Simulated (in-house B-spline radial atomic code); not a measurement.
# Ti¹²⁺: RPA response and pair energies

Question: what are the multipole polarisabilities, the dispersion coefficients and the second-order energy of the closed shell [He] 2s2 2p6 at this nuclear charge?

Method: Dirac-Hartree-Fock, relativistic RPA and second-order many-body perturbation theory, no-pair Dirac-Coulomb, B-spline basis. Code: an in-house B-spline radial atomic code, version 1.

## (1) The atom as given

| Item | Value |
| --- | --- |
| element | titanium (Z = 22) |
| charge | +12 |
| closed shells | [He] 2s2 2p6 |
| nucleus | mass number 48, rms radius 3.592 fm |

Outer shells as boxes (Hund's rule):

Ti12+
```
[He] core
2s [↑↓]
2p [↑↓][↑↓][↑↓]
```

## (2) The run, and its mean field

The run's settings:

```ini
basis_form = 2
Z = 22
core_configuration = [He] 2s2 2p6
rms_radius = 3.5921
mass_number = 48
speed_of_light = 137.035999084
box_radius = 5.782
lmax = 7
intervals = 61
virtual_cutoff = 12100.0
```

Run with:

```
$ python run_mb.py task.json out
```

From the run's result record (rounded, not every field):

```text
{
  "status": "converged",
  "hf_energy [hartree]": -795.117185772,
  "orbitals [hartree]": [
    ["1s1/2", -196.4625],
    ["2s1/2", -32.80549],
    ["2p1/2", -29.234337],
    ["2p3/2", -29.010465]
  ],
  "breit [hartree]": 0.2517527
}
```

Wall time 0.9 s (1 thread, shared host).

The record goes on with the response and the correlation energy; its parts follow in the order written.

The highest level is 2p3/2 at -789.4 eV, the deepest 1s1/2 at -5346 eV.

## (3) The dipole field

The record's fields for this part:

```text
{
  "dipole_polarisability [bohr^3]": 0.01288859,
  "dipole_polarisability_uncoupled [bohr^3]": 0.01263172,
  "dipole_shielding": 0.455,
  "dipole_by_shell [bohr^3]": {"1s1/2": 1.62335e-05, "2s1/2": 0.00157493, "2p1/2": 0.00368428, "2p3/2": 0.00761315},
  "dipole_imaginary_frequency [hartree, au]": {
    "u": [0.0, 0.937, 2.34, 4.69, 7.03, 9.37, 14.1, 18.7, 23.4, 32.8, 46.9, 70.3, 93.7, 141.0, 234.0, 469.0],
    "alpha": [0.01288859, 0.01286445, 0.01273971, 0.01231319, 0.01167181, 0.01089015, 0.009164992, 0.007591981, 0.006237801, 0.004288658, 0.002632796, 0.001390995, 0.0008512853, 0.0004094473, 0.0001601988, 4.26675e-05]
  },
  "dipole_excitations [hartree, oscillator strength, leading channel, weight]": [
    [16.9501, 0.10299, "2p3/2 -> s1/2", 0.945],
    [17.16051, 0.13135, "2p1/2 -> s1/2", 0.945],
    [19.04085, 0.0081873, "2p3/2 -> d3/2", 0.69],
    [19.29708, 0.3164, "2p3/2 -> d5/2", 0.429],
    [19.59297, 2.2699, "2p1/2 -> d3/2", 0.677],
    [21.68178, 0.013351, "2s1/2 -> p1/2", 0.836],
    [21.78592, 0.27238, "2s1/2 -> p3/2", 0.839],
    [22.69442, 0.022275, "2p3/2 -> s1/2", 0.993],
    [22.90936, 0.015708, "2p1/2 -> s1/2", 0.993],
    [23.48733, 0.0041337, "2p3/2 -> d3/2", 0.769],
    [23.59789, 0.26492, "2p3/2 -> d5/2", 0.692],
    [23.80844, 0.43186, "2p1/2 -> d3/2", 0.912],
    [25.12017, 0.0099848, "2p3/2 -> s1/2", 0.998],
    [25.33901, 0.0074142, "2p1/2 -> s1/2", 0.996]
  ],
  "dipole_real_frequency [hartree, bohr^3]": {"omega": [1.7, 3.39, 5.09, 6.78, 8.48, 10.2, 11.9, 13.6, 15.3], "alpha": [0.01296877, 0.01321428, 0.01365039, 0.0143152, 0.01529447, 0.0167478, 0.01892606, 0.02249518, 0.02955992]},
  "c6 [hartree bohr^6]": 0.002843152,
  "cauchy_s-4": 2.754948e-05,
  "trk_sum": 9.920299,
  "mean_excitation_energy [hartree]": 43.04006
}
```

The excitations in eV:

| energy (eV) | strength | leading channel | weight |
| --- | --- | --- | --- |
| 461.24 | 0.103 | 2p3/2 → s1/2 | 0.94 |
| 466.96 | 0.131 | 2p1/2 → s1/2 | 0.94 |
| 518.13 | 0.00819 | 2p3/2 → d3/2 | 0.69 |
| 525.10 | 0.316 | 2p3/2 → d5/2 | 0.43 |
| 533.15 | 2.27 | 2p1/2 → d3/2 | 0.68 |
| 589.99 | 0.0134 | 2s1/2 → p1/2 | 0.84 |
| 592.83 | 0.272 | 2s1/2 → p3/2 | 0.84 |
| 617.55 | 0.0223 | 2p3/2 → s1/2 | 0.99 |

At imaginary frequency the polarisability falls to half its static value near 23 hartree; at 0.9 of the first excitation energy it stands at 2.29 times the static value.

## (4) The quadrupole and octupole field

In the record:

```text
{
  "quadrupole_polarisability [bohr^5]": 0.002158939,
  "quadrupole_polarisability_uncoupled [bohr^5]": 0.002015938,
  "quadrupole_shielding": -0.688,
  "quadrupole_by_shell [bohr^5]": {"1s1/2": 2.59372e-07, "2s1/2": 0.000808719, "2p1/2": 0.000435648, "2p3/2": 0.000914313},
  "quadrupole_imaginary_frequency [hartree, au]": {
    "u": [0.0, 0.937, 2.34, 4.69, 7.03, 9.37, 14.1, 18.7, 23.4, 32.8, 46.9, 70.3, 93.7, 141.0, 234.0, 469.0],
    "alpha": [0.002158939, 0.002155525, 0.002137855, 0.002077097, 0.001984704, 0.001870319, 0.001610188, 0.001362631, 0.001140609, 0.0008050554, 0.0005040715, 0.0002686164, 0.0001639707, 7.775561e-05, 2.954834e-05, 7.552375e-06]
  },
  "quadrupole_excitations [hartree, oscillator strength, leading channel, weight]": [
    [17.84192, 0.037822, "2p3/2 -> p1/2", 0.975],
    [17.94224, 0.048229, "2p3/2 -> p3/2", 0.997],
    [18.12295, 0.05855, "2p1/2 -> p3/2", 0.974],
    [22.8865, 0.00086948, "2s1/2 -> d3/2", 0.578],
    [23.02077, 0.31829, "2s1/2 -> d5/2", 0.462],
    [23.0644, 0.041328, "2p3/2 -> p1/2", 0.613],
    [23.09458, 0.062287, "2p3/2 -> p3/2", 0.663],
    [23.29255, 0.00035054, "2p1/2 -> p3/2", 0.979],
    [23.72472, 0.0095191, "2p3/2 -> f7/2", 0.624],
    [23.72824, 0.028251, "2p3/2 -> f5/2", 0.634],
    [23.9488, 0.020839, "2p1/2 -> f5/2", 0.992],
    [25.29406, 0.002304, "2p3/2 -> p1/2", 0.996],
    [25.31061, 0.0020271, "2p3/2 -> p3/2", 0.997],
    [25.52665, 0.0023983, "2p1/2 -> p3/2", 0.999]
  ],
  "c8 [hartree bohr^8]": 0.002489633,
  "octupole_polarisability [bohr^7]": 0.0005542143,
  "octupole_polarisability_uncoupled [bohr^7]": 0.0005182017,
  "octupole_by_shell [bohr^7]": {"1s1/2": 7.50539e-09, "2s1/2": 0.000140357, "2p1/2": 0.000133366, "2p3/2": 0.000280483}
}
```

Lowest quadrupole excitations, with their leading channel:

| energy (eV) | strength | leading channel | weight |
| --- | --- | --- | --- |
| 485.50 | 0.0378 | 2p3/2 → p1/2 | 0.97 |
| 488.23 | 0.0482 | 2p3/2 → p3/2 | 1.00 |
| 493.15 | 0.0585 | 2p1/2 → p3/2 | 0.97 |
| 622.77 | 0.000869 | 2s1/2 → d3/2 | 0.58 |
| 626.43 | 0.318 | 2s1/2 → d5/2 | 0.46 |
| 627.61 | 0.0413 | 2p3/2 → p1/2 | 0.61 |
| 628.44 | 0.0623 | 2p3/2 → p3/2 | 0.66 |
| 633.82 | 0.000351 | 2p1/2 → p3/2 | 0.98 |

## (5) Correlation by partial wave and pair

The record's fields for this part:

```text
{
  "second_order_energy [hartree]": {"by_l": [-0.0186391, -0.1349532, -0.1692413, -0.04708516, -0.01842084, -0.006998444, -0.003225447, -0.001682539], "sum": -0.400246, "extrapolated": -0.4036852, "direct": -0.6166018},
  "pair_energies [hartree]": [
    ["1s1/2", "1s1/2", -0.0371555],
    ["2s1/2", "1s1/2", -0.00731912],
    ["2s1/2", "2s1/2", -0.0124821],
    ["2p1/2", "1s1/2", -0.0130806],
    ["2p1/2", "2s1/2", -0.0261853],
    ["2p1/2", "2p1/2", -0.0231252],
    ["2p3/2", "1s1/2", -0.024971],
    ["2p3/2", "2s1/2", -0.0521814],
    ["2p3/2", "2p1/2", -0.105273],
    ["2p3/2", "2p3/2", -0.098473]
  ]
}
```

Share of the summed energy by partial wave: s 4.7 %, p 33.7 %, d 42.3 %, f 11.8 %, g 4.6 %, h 1.7 %, i 0.8 %, k 0.4 %.

## (6) What came out

```
                         quantity                                   value
            dipole polarisability                           0.01289 bohr³
                 without coupling                           0.01263 bohr³
        quadrupole polarisability                          0.002159 bohr⁵
                C6 of a like pair                  0.002843 hartree bohr⁶
                 dipole shielding                                   0.455
                first dipole root                                461.2 eV
second-order energy, extrapolated  -0.4037 hartree (-1.10 eV an electron)
```

The 2p3/2 subshell carries 59 % of the dipole polarisability of 0.0129 bohr³. Coupling the response raises it by 2 % against the uncoupled value. The dipole shielding factor is near N/Z = 0.455, as the balance of forces on the electrons requires. The largest pair energy is 2p3/2–2p1/2, 26 % of the second-order sum; the tail beyond the last partial wave adds 0.9 %.
